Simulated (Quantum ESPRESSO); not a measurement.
# FGeCl in Quantum ESPRESSO: single point with PBE+D2

Aim: the single point of FGeCl with PBE+D2.

Program: Quantum ESPRESSO 7.5. These are calculated values, not measurements. Logs are shortened: lines on timing, memory, paths and dates and some standing lists are left out, and cuts for length are marked.

### 1 The structure

The cell holds a molecule in a box, 3 atoms: a = 11.000 Å, b = 12.000 Å, c = 10.000 Å, α = 90.00°, β = 90.00°, γ = 90.00°.

### 2 Single point, PBE+D2

The input, pw.in:

```
&CONTROL
  calculation = 'scf'
  prefix = 'pwscf'
  outdir = './tmp'
  pseudo_dir = './pseudo'
  tprnfor = .true.
  disk_io = 'nowf'
/
&SYSTEM
  ibrav = 0
  nat = 3
  ntyp = 3
  ecutwfc = 124
  nbnd = 26
  input_dft = 'pbe'
  occupations = 'smearing'
  smearing = 'fd'
  degauss = 0.00367493
  vdw_corr = 'grimme-d2'
/
&ELECTRONS
  conv_thr = 1d-06
  electron_maxstep = 120
  mixing_beta = 0.5
  diagonalization = 'rmm-davidson'
/
ATOMIC_SPECIES
F     18.9984 F.upf
Ge    72.6300 Ge.upf
Cl    35.4500 Cl.upf
CELL_PARAMETERS angstrom
  11.0000000000    0.0000000000    0.0000000000
   0.0000000000   12.0000000000    0.0000000000
   0.0000000000    0.0000000000   10.0000000000
ATOMIC_POSITIONS angstrom
F      5.6839999700    7.4898999600    5.3422500000
Ge     4.8107999500    6.1068000000    4.7257500000
Cl     6.2151999800    4.5521000400    5.3270500000
K_POINTS gamma
```

Potentials or basis: PseudoDojo 0.4 SR PBEsol stringent.

On the command line:

```bash
> OMP_NUM_THREADS=1 pw.x -in pw.in > pw.out
```

pw.out:

```text
This program is part of the open-source Quantum ESPRESSO suite
     for quantum simulation of materials; please cite
         "P. Giannozzi et al., J. Phys.:Condens. Matter 21 395502 (2009);
         "P. Giannozzi et al., J. Phys.:Condens. Matter 29 465901 (2017);
         "P. Giannozzi et al., J. Chem. Phys. 152 154105 (2020);
     in publications or presentations arising from this work. More details at

     IMPORTANT: XC functional enforced from input :
     Exchange-correlation= PBE
                           (   1   4   3   4   0   0   0)
     Any further DFT definition will be discarded
     Please, verify this is what you really want

     gamma-point specific algorithms are used

     G-vector sticks info
     --------------------
     sticks:   dense  smooth     PW     G-vecs:    dense   smooth      PW
     Sum       18603   18603   4649              1661647  1661647  207787

     Using Slab Decomposition

     bravais-lattice index     =            0
     lattice parameter (alat)  =      20.7870  a.u.
     unit-cell volume          =    8907.8015 (a.u.)^3
     number of atoms/cell      =            3
     number of atomic types    =            3
     number of electrons       =        36.00
     number of Kohn-Sham states=           26
     kinetic-energy cutoff     =     124.0000  Ry
     charge density cutoff     =     496.0000  Ry
     scf convergence threshold =      1.0E-06
     mixing beta               =       0.5000
     number of iterations used =            8  plain     mixing
     Exchange-correlation= PBE
                           (   1   4   3   4   0   0   0)

     celldm(1)=  20.786987  celldm(2)=   0.000000  celldm(3)=   0.000000
     celldm(4)=   0.000000  celldm(5)=   0.000000  celldm(6)=   0.000000

     crystal axes: (cart. coord. in units of alat)
               a(1) = (   1.000000   0.000000   0.000000 )
               a(2) = (   0.000000   1.090909   0.000000 )
               a(3) = (   0.000000   0.000000   0.909091 )

     reciprocal axes: (cart. coord. in units 2 pi/alat)
               b(1) = (  1.000000  0.000000  0.000000 )
               b(2) = (  0.000000  0.916667  0.000000 )
               b(3) = (  0.000000  0.000000  1.100000 )

     PseudoPot. # 1 for F  read from file:
     F.upf
     Pseudo is Norm-conserving + core correction, Zval =  7.0
     Generated using ONCVPSP code by D. R. Hamann
     Using radial grid of  832 points,  5 beta functions with:
                l(1) =   0
                l(2) =   0
                l(3) =   1
                l(4) =   1
                l(5) =   2

     PseudoPot. # 2 for Ge read from file:
     Ge.upf
     Pseudo is Norm-conserving + core correction, Zval = 22.0
     Generated using ONCVPSP code by D. R. Hamann
     Using radial grid of 1560 points,  6 beta functions with:
                l(1) =   0
                l(2) =   0
                l(3) =   1
                l(4) =   1
                l(5) =   2
                l(6) =   2

     PseudoPot. # 3 for Cl read from file:
     Cl.upf
     Pseudo is Norm-conserving + core correction, Zval =  7.0
     Generated using ONCVPSP code by D. R. Hamann
     Using radial grid of 1028 points,  6 beta functions with:
                l(1) =   0
                l(2) =   0
                l(3) =   1
                l(4) =   1
                l(5) =   2
                l(6) =   2

     atomic species   valence    mass     pseudopotential
     F                 7.00    18.99840     F ( 1.00)
     Ge               22.00    72.63000     Ge( 1.00)
     Cl                7.00    35.45000     Cl( 1.00)

     No symmetry found

   Cartesian axes

     site n.     atom                  positions (alat units)
         1        F      tau(   1) = (   0.5167273   0.6809000   0.4856591  )
         2        Ge     tau(   2) = (   0.4373454   0.5551636   0.4296136  )
         3        Cl     tau(   3) = (   0.5650182   0.4138273   0.4842773  )

     -------------------------------------------------
     Parameters for Dispersion (Grimme-D2) Correction:
     -------------------------------------------------
       atom      VdW radius       C_6

        F          2.432         26.018
        Ge         3.264        593.221
        Cl         3.097        175.885

     number of k points=     1  Fermi-Dirac smearing, width (Ry)=  0.0037
                       cart. coord. in units 2pi/alat
        k(    1) = (   0.0000000   0.0000000   0.0000000), wk =   2.0000000

     Dense  grid:   830824 G-vectors     FFT dimensions: ( 150, 162, 135)

     Initial potential from superposition of free atoms

     starting charge      35.9992, renormalised to      36.0000

     negative rho (up, down):  4.397E-05 0.000E+00
     Starting wfcs are   21 randomized atomic wfcs +    5 random wfcs

     Self-consistent Calculation

     iteration #  1     ecut=   124.00 Ry     beta= 0.50
     Davidson diagonalization with overlap
     ethr =  1.00E-02,  avg # of iterations =  6.0

     Threshold (ethr) on eigenvalues was too large:
     Diagonalizing with lowered threshold

     Davidson diagonalization with overlap
     ethr =  9.47E-04,  avg # of iterations =  1.0

     negative rho (up, down):  1.602E-05 0.000E+00

     total energy              =    -641.60216072 Ry
     estimated scf accuracy    <       0.33778623 Ry

     iteration #  2     ecut=   124.00 Ry     beta= 0.50
     Davidson diagonalization with overlap
     ethr =  9.38E-04,  avg # of iterations =  2.0

     negative rho (up, down):  8.129E-06 0.000E+00

     total energy              =    -641.68622323 Ry
     estimated scf accuracy    <       0.10390792 Ry

     iteration #  3     ecut=   124.00 Ry     beta= 0.50
     RMM-DIIS diagonalization
     ethr =  2.89E-04,  avg # of iterations =  3.0

     negative rho (up, down):  1.912E-07 0.000E+00

     total energy              =    -641.70549253 Ry
     estimated scf accuracy    <       0.00503711 Ry

     iteration #  4     ecut=   124.00 Ry     beta= 0.50
     RMM-DIIS diagonalization
     ethr =  1.40E-05,  avg # of iterations =  3.6

     total energy              =    -641.70681309 Ry
     estimated scf accuracy    <       0.00108364 Ry

     iteration #  5     ecut=   124.00 Ry     beta= 0.50
     Davidson diagonalization with overlap
     ethr =  3.01E-06,  avg # of iterations = 17.0

     negative rho (up, down):  1.016E-08 0.000E+00

     total energy              =    -641.70692314 Ry
     estimated scf accuracy    <       0.00043818 Ry

     iteration #  6     ecut=   124.00 Ry     beta= 0.50
     RMM-DIIS diagonalization
     ethr =  1.22E-06,  avg # of iterations =  2.9

     total energy              =    -641.70699621 Ry
     estimated scf accuracy    <       0.00001883 Ry

     iteration #  7     ecut=   124.00 Ry     beta= 0.50
     RMM-DIIS diagonalization
     ethr =  5.23E-08,  avg # of iterations =  3.8

     total energy              =    -641.70700787 Ry
     estimated scf accuracy    <       0.00002175 Ry

     iteration #  8     ecut=   124.00 Ry     beta= 0.50
     RMM-DIIS diagonalization
     ethr =  5.23E-08,  avg # of iterations =  3.1

     End of self-consistent calculation

          k = 0.0000 0.0000 0.0000 (103894 PWs)   bands (ev):

  -168.6182-116.0775-115.9305-115.8617 -30.3813 -29.9721 -29.9662 -29.9044
   -29.7817 -27.8716 -20.0060 -13.0726  -9.9479  -9.5537  -9.3934  -7.7614
    -7.4918  -6.9324  -3.1578  -0.7141  -0.3796  -0.0813   1.0176   1.2189
     1.3241   1.3711

     the Fermi energy is    -4.8082 ev

!    total energy              =    -641.70701398 Ry
     estimated scf accuracy    <       0.00000042 Ry
     smearing contrib. (-TS)   =      -0.00000000 Ry
     internal energy E=F+TS    =    -641.70701398 Ry

     The total energy is F=E-TS. E is the sum of the following terms:
     one-electron contribution =   -1124.44329944 Ry
     hartree contribution      =     546.08541097 Ry
     xc contribution           =     -74.96248175 Ry
     ewald contribution        =      11.61444232 Ry
     Dispersion Correction     =      -0.00108608 Ry

     convergence has been achieved in   8 iterations

     Forces acting on atoms (cartesian axes, Ry/au):

     atom    1 type  1   force =     0.00994394    0.01881467    0.00744369
     atom    2 type  2   force =    -0.01822246   -0.00761884   -0.01083697
     atom    3 type  3   force =     0.00827852   -0.01119583    0.00339328

     Total force =     0.034946     Total SCF correction =     0.000719

=------------------------------------------------------------------------------=
   JOB DONE.
=------------------------------------------------------------------------------=
```

Run time: 3.3 min. Hardware: 1 thread of AMD EPYC (Zen 3), shared host; peak memory 1.2 GiB.

What came out:

```yaml
Free_energy: -8730.8687 eV
Largest_force: 0.580 eV/Å
Gap_between_the_frontier_levels: 3.77 eV
```

Forces in eV/Å, atoms in the order of the input:
```
F    0.256  0.484  0.191
Ge  -0.469 -0.196 -0.279
Cl   0.213 -0.288  0.087
```

Caveat: the potentials were made for another functional, which shifts forces and pressure; this is a molecule in a periodic box, so the gap is that between its Kohn-Sham HOMO and LUMO and the box isn't a crystal. PBE gaps usually lie below the measured ones, often by a third to a half.
